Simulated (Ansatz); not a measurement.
# ClGe2H4, SMILES [Cl][GeH][GeH3]: an atomisation energy

Computed with Ansatz 0.2.0 through its Python package.

Notebook, run cell by cell (the value of a cell's last expression is shown):

**Cell 1**
```python
from collections import Counter

import ansatz as az
```

**Cell 2**
```python
def single_point(molecule, charge=0, unpaired=0):
    calc = (
        molecule.calculation()
        .basis(gaussian="cc-pVDZ")
        .functional("R2SCAN0")
    )
    if charge:
        calc = calc.charge(charge)
    if unpaired:
        calc = calc.spin("collinear", total=unpaired)
    report = calc.run(threads=1).report
    if report["published_state_doubts"]:
        print("  doubts:", report["published_state_doubts"])
    return report["free_energy_ev"]
```

**Cell 3**
```python
clge2h4 = (
    az.Crystal.molecule()
    .atom("Cl", (-2.4167, -1.4267, -0.2701))
    .atom("Ge", (-0.3043, -1.3965, -0.2331))
    .atom("Ge", (0.4705, 0.8608, -0.1615))
    .atom("H", (0.2573, -2.1496, 1.0215))
    .atom("H", (0.019, 1.6197, -1.421))
    .atom("H", (-0.0442, 1.5684, 1.1247))
    .atom("H", (2.0796, 0.856, -0.106))
)
```

**Cell 4**
```python
# unpaired electrons of the ground-state atoms
unpaired = {"Cl": 1, "Ge": 2, "H": 1}
counts = Counter(site.symbol for site in clge2h4.cartesian_sites)
atom_energy = {s: single_point(az.Crystal.molecule().atom(s, (0, 0, 0)), 0, unpaired[s]) for s in counts}
whole = single_point(clge2h4, 0, 1)
for s, e in atom_energy.items():
    print(f"{s:2s} x{counts[s]}  {e:14.5f} eV")
print(f"ClGe2H4: {whole:.5f} eV")
split = sum(counts[s] * e for s, e in atom_energy.items()) - whole
print(f"atomisation energy (no zero-point term): {23.060548 * split:.1f} kcal/mol, {split / sum(counts.values()):.3f} eV an atom")
```
Output:
```text
Cl x1    -12520.21662 eV
Ge x2    -56514.20609 eV
H  x4       -13.58463 eV
ClGe2H4: -125620.37491 eV
atomisation energy (no zero-point term): 401.4 kcal/mol, 2.487 eV an atom
```

401.4 kcal/mol from the electronic energies, without the zero-point term.

Caveats:
- Total energies depend on the basis set; only differences at equal settings carry meaning.
- The geometry is a force-field or estimated start, not a minimum of this method, and the basis set is short of its limit. All parts are taken at fixed geometry, without zero-point energy.
- The species is open-shell (spin multiplicity 2).
- For Al to Cl the sets with a tight d function, cc-pV(X+d)Z, are usual.
- It ran for 24 s on 1 thread of Arm Neoverse V1, with other jobs on the host, peak memory 0.44 GiB.
